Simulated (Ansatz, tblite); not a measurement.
# C₁₀H₃₀Ge₄: a ladder of methods and basis sets

The task here is to estimate one member of a computed series from the others.

The runs use Ansatz 0.2.0, Gaussian basis; as each input shows.

Plan: GFN1-xTB, GFN2-xTB, PBE-D4/def2-TZVP, r2SCAN-D4/def2-TZVP, ωB97M-V/def2-TZVP, B2PLYP/def2-TZVP, revPBE-D4/def2-TZVP, PBE+5HF/def2-SVP, PBE+10HF/def2-SVP, PBE+15HF/def2-SVP, PBE+35HF/def2-SVP, PBE+50HF/def2-SVP, PBE-D4/def2-SVP, PBE0-D4/def2-SVP, HF/STO-3G, MP2/def2-SVP, RPA/def2-SVP.

### The relaxed structure

The geometry is that of the singlet, from an earlier relaxation (PBE-D4/def2-SVP).

SMILES `[CH3][Ge]([CH3])([CH3])[Ge]([CH3])([CH3])[Ge]([CH3])([CH3])[Ge]([CH3])([CH3])[CH3]`, 44 atoms, charge 0, spin multiplicity 1.

Bond lengths: C1–Ge2 1.981 Å, C1–H15 1.108 Å, C1–H16 1.109 Å, C1–H17 1.108 Å, Ge2–C3 1.981 Å, Ge2–C4 1.980 Å, Ge2–Ge5 2.445 Å, C3–H18 1.109 Å, C3–H19 1.108 Å, C3–H20 1.108 Å, C4–H21 1.108 Å, C4–H22 1.108 Å, C4–H23 1.109 Å, Ge5–C6 1.988 Å, Ge5–C7 1.987 Å, Ge5–Ge8 2.445 Å, C6–H24 1.109 Å, C6–H25 1.109 Å and more. Angles: Ge2–C1–H15 110.7°, Ge2–C1–H16 110.4°, Ge2–C1–H17 110.6°, H15–C1–H16 108.4°, H15–C1–H17 108.3°, H16–C1–H17 108.4°, C1–Ge2–C3 108.5°, C1–Ge2–C4 108.7°, C1–Ge2–Ge5 110.9°, C3–Ge2–C4 108.5°, C3–Ge2–Ge5 110.2°, C4–Ge2–Ge5 110.0°, Ge2–C3–H18 110.4°, Ge2–C3–H19 110.6°, Ge2–C3–H20 110.8°, H18–C3–H19 108.3°, H18–C3–H20 108.4°, H19–C3–H20 108.2° and more.

PBE0-D4/def2-TZVP was run before; its log isn't repeated, and its numbers join the tables.

Set-up of the first run:

Tight binding, by tblite at 300 K electronic temperature and without a spin-polarisation term:

```python
tblite.interface.Calculator('GFN1-xTB', numbers, positions, charge=0, uhf=0).singlepoint()
```

Tight binding, by tblite at 300 K electronic temperature and without a spin-polarisation term:

```python
tblite.interface.Calculator('GFN2-xTB', numbers, positions, charge=0, uhf=0).singlepoint()
```

start.molden holds the orbitals of an earlier run on this state, given as this run's starting guess.

in.yaml reads:

```yaml
crystal:
  periodic: [false, false, false]
  atoms:
    - {symbol: C, position_ang: [4.394159, -0.004162, -1.551437]}
    - {symbol: Ge, position_ang: [3.068240, 0.168114, -0.090273]}
    - {symbol: C, position_ang: [3.411280, -1.255992, 1.242858]}
    - {symbol: C, position_ang: [3.318961, 1.924055, 0.788870]}
    - {symbol: Ge, position_ang: [0.788861, -0.015886, -0.955697]}
    - {symbol: C, position_ang: [0.309041, 1.645316, -1.937172]}
    - {symbol: C, position_ang: [0.666850, -1.530327, -2.236652]}
    - {symbol: Ge, position_ang: [-0.788063, -0.383659, 0.876906]}
    - {symbol: C, position_ang: [-0.315338, 0.779038, 2.418893]}
    - {symbol: C, position_ang: [-0.657355, -2.271965, 1.482265]}
    - {symbol: Ge, position_ang: [-3.068965, 0.105971, 0.144733]}
    - {symbol: C, position_ang: [-3.406563, -0.705622, -1.630186]}
    - {symbol: C, position_ang: [-4.393279, -0.614534, 1.429177]}
    - {symbol: C, position_ang: [-3.327837, 2.063241, -0.000808]}
    - {symbol: H, position_ang: [4.249205, 0.793137, -2.307358]}
    - {symbol: H, position_ang: [5.424656, 0.078195, -1.149282]}
    - {symbol: H, position_ang: [4.292793, -0.985217, -2.056663]}
    - {symbol: H, position_ang: [4.452294, -1.190624, 1.619986]}
    - {symbol: H, position_ang: [2.721688, -1.157075, 2.104922]}
    - {symbol: H, position_ang: [3.264696, -2.258961, 0.794619]}
    - {symbol: H, position_ang: [3.154227, 2.748562, 0.066900]}
    - {symbol: H, position_ang: [2.604479, 2.047784, 1.626659]}
    - {symbol: H, position_ang: [4.349255, 2.011694, 1.190227]}
    - {symbol: H, position_ang: [1.027904, 1.832362, -2.760172]}
    - {symbol: H, position_ang: [-0.705909, 1.553487, -2.373977]}
    - {symbol: H, position_ang: [0.319792, 2.519826, -1.257014]}
    - {symbol: H, position_ang: [1.363847, -1.375205, -3.084750]}
    - {symbol: H, position_ang: [-0.363225, -1.614349, -2.637400]}
    - {symbol: H, position_ang: [0.927593, -2.485189, -1.739099]}
    - {symbol: H, position_ang: [-0.332014, 1.847015, 2.124534]}
    - {symbol: H, position_ang: [-1.033732, 0.633318, 3.250609]}
    - {symbol: H, position_ang: [0.700873, 0.533013, 2.787861]}
    - {symbol: H, position_ang: [0.373664, -2.497815, 1.820946]}
    - {symbol: H, position_ang: [-0.914483, -2.965563, 0.657575]}
    - {symbol: H, position_ang: [-1.353833, -2.455888, 2.325017]}
    - {symbol: H, position_ang: [-4.447924, -0.505872, -1.955565]}
    - {symbol: H, position_ang: [-2.717573, -0.283667, -2.388949]}
    - {symbol: H, position_ang: [-3.255692, -1.803105, -1.596731]}
    - {symbol: H, position_ang: [-5.424343, -0.390122, 1.087147]}
    - {symbol: H, position_ang: [-4.251619, -0.163597, 2.431525]}
    - {symbol: H, position_ang: [-4.287163, -1.713516, 1.523885]}
    - {symbol: H, position_ang: [-2.614944, 2.499255, -0.728371]}
    - {symbol: H, position_ang: [-4.358998, 2.292558, -0.339035]}
    - {symbol: H, position_ang: [-3.165513, 2.551998, 0.980496]}
basis:
  gaussian: {orbitals: def2-TZVP, fitting: {mean_field: def2-universal-jkfit}, initial_orbitals: start.molden}
hamiltonian: {xc: pbe, dispersion: d4}
scf: {omitted_lower_state_checks: [starts]}
output: {orbitals: {seedname: orbitals}}
```

Command:

```bash
$ ansatz run in.yaml --threads 2 --pin off --events-out ev --progress --plain --max-ram 32768MiB --backend cuda --devices 0, --max-vram 18GiB
```

Among the steps run: PBE-D4/def2-TZVP; r2SCAN-D4/def2-TZVP; ωB97M-V/def2-TZVP; B2PLYP/def2-TZVP; revPBE-D4/def2-TZVP; PBE+5HF/def2-SVP; PBE+10HF/def2-SVP; PBE+15HF/def2-SVP; PBE+35HF/def2-SVP; PBE+50HF/def2-SVP; PBE-D4/def2-SVP; PBE0-D4/def2-SVP; HF/STO-3G; MP2/def2-SVP; RPA/def2-SVP.

One table of the session follows, with a row left open; its other results are not shown here.

It belongs to the step «Binding energy». 

| level | binding an atom (eV) |
| --- | --- |
| HF/STO-3G | 3.910 |
| HF/def2-SVP | 2.910 |
| PBE-D4/def2-SVP | ? |
| PBE-D4/def2-TZVP | 3.863 |
| revPBE-D4/def2-TZVP | 3.788 |
| r2SCAN-D4/def2-TZVP | 3.830 |
| PBE0-D4/def2-SVP | 3.854 |
| PBE0-D4/def2-TZVP | 3.832 |
| ωB97M-V/def2-TZVP | 3.814 |
| MP2/def2-SVP | 3.663 |

Estimate the missing values for PBE-D4/def2-SVP.

**Answer.** binding an atom (eV): 3.879. In the column «binding an atom (eV)» it lies between PBE-D4/def2-TZVP (3.863) and HF/STO-3G (3.910).

To keep in mind: Free atoms were run apart at each level; binding is atoms less cluster, divided by the number of atoms, without zero-point or spin-orbit terms.
